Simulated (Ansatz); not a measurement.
# CH6BClGeO: the cost of one run

The runs use Ansatz 0.2.0, Gaussian basis; functionals in def2-TZVPP, the program's frozen cores in correlated methods.

The runs, in order: PBE-D4, r2SCAN-D4, PBE0-D4, B3LYP-D4, ωB97X-V, ωB97M-V, B2PLYP; CCSD(T)/def2-TZVPP; MP2/def2-QZVPP; extrapolation to the limit.

**1. The relaxed structure**

All runs share one geometry, relaxed beforehand with PBE0-D4/def2-TZVP.

SMILES `OC[B](Cl)[GeH3]`, 11 atoms, charge 0, spin multiplicity 1.

Atoms are counted from 1 here; the program's logs count them from 0.

Bond lengths: O1–C2 1.415 Å, O1–H6 0.961 Å, C2–B3 1.562 Å, C2–H7 1.104 Å, C2–H8 1.098 Å, B3–Cl4 1.750 Å, B3–Ge5 2.071 Å, Ge5–H9 1.544 Å, Ge5–H10 1.538 Å, Ge5–H11 1.536 Å. Angles: C2–O1–H6 108.8°, O1–C2–B3 116.6°, O1–C2–H7 111.8°, O1–C2–H8 106.5°, B3–C2–H7 109.0°, B3–C2–H8 107.8°, H7–C2–H8 104.3°, C2–B3–Cl4 117.5°, C2–B3–Ge5 122.6°, Cl4–B3–Ge5 119.9°, B3–Ge5–H9 110.5°, B3–Ge5–H10 109.7°, B3–Ge5–H11 112.4°, H9–Ge5–H10 107.1°, H9–Ge5–H11 108.2°, H10–Ge5–H11 108.8°.

Coordinates:

```
O    -1.1288    1.5408   -0.3650
C    -0.8355    0.4059   -1.1582
B     0.1888   -0.6145   -0.5683
Cl    0.6247   -1.9870   -1.5620
Ge    1.0340   -0.3878    1.3089
H    -1.3982    1.2467    0.5089
H    -1.7514   -0.1345   -1.4564
H    -0.4247    0.7842   -2.1040
H    -0.0154    0.1278    2.3166
H     2.1559    0.6629    1.2486
H     1.6158   -1.7015    1.8515
```

**2. PBE-D4 (GGA)**

File in.yaml:

```yaml
crystal:
  periodic: [false, false, false]
  atoms:
    - {symbol: O, position_ang: [-1.128808, 1.540794, -0.364959]}
    - {symbol: C, position_ang: [-0.835499, 0.405880, -1.158246]}
    - {symbol: B, position_ang: [0.188845, -0.614503, -0.568301]}
    - {symbol: Cl, position_ang: [0.624736, -1.987033, -1.562030]}
    - {symbol: Ge, position_ang: [1.034042, -0.387844, 1.308865]}
    - {symbol: H, position_ang: [-1.398185, 1.246711, 0.508916]}
    - {symbol: H, position_ang: [-1.751373, -0.134455, -1.456410]}
    - {symbol: H, position_ang: [-0.424711, 0.784244, -2.103951]}
    - {symbol: H, position_ang: [-0.015410, 0.127791, 2.316603]}
    - {symbol: H, position_ang: [2.155870, 0.662913, 1.248588]}
    - {symbol: H, position_ang: [1.615791, -1.701497, 1.851524]}
basis:
  gaussian: {orbitals: def2-TZVPP}
hamiltonian: {xc: pbe, dispersion: d4}
output: {forces: true, orbitals: {seedname: orbitals}}
```

On the command line:

```sh
> ansatz run in.yaml --threads 4 --pin off --events-out ev --progress --plain --max-ram 10444MiB
```

**Question.** How long does this run take on 4 threads of Arm Neoverse V1, shared host, and how much memory does it need?

About 3.4 s, with a peak of 0.39 GiB.
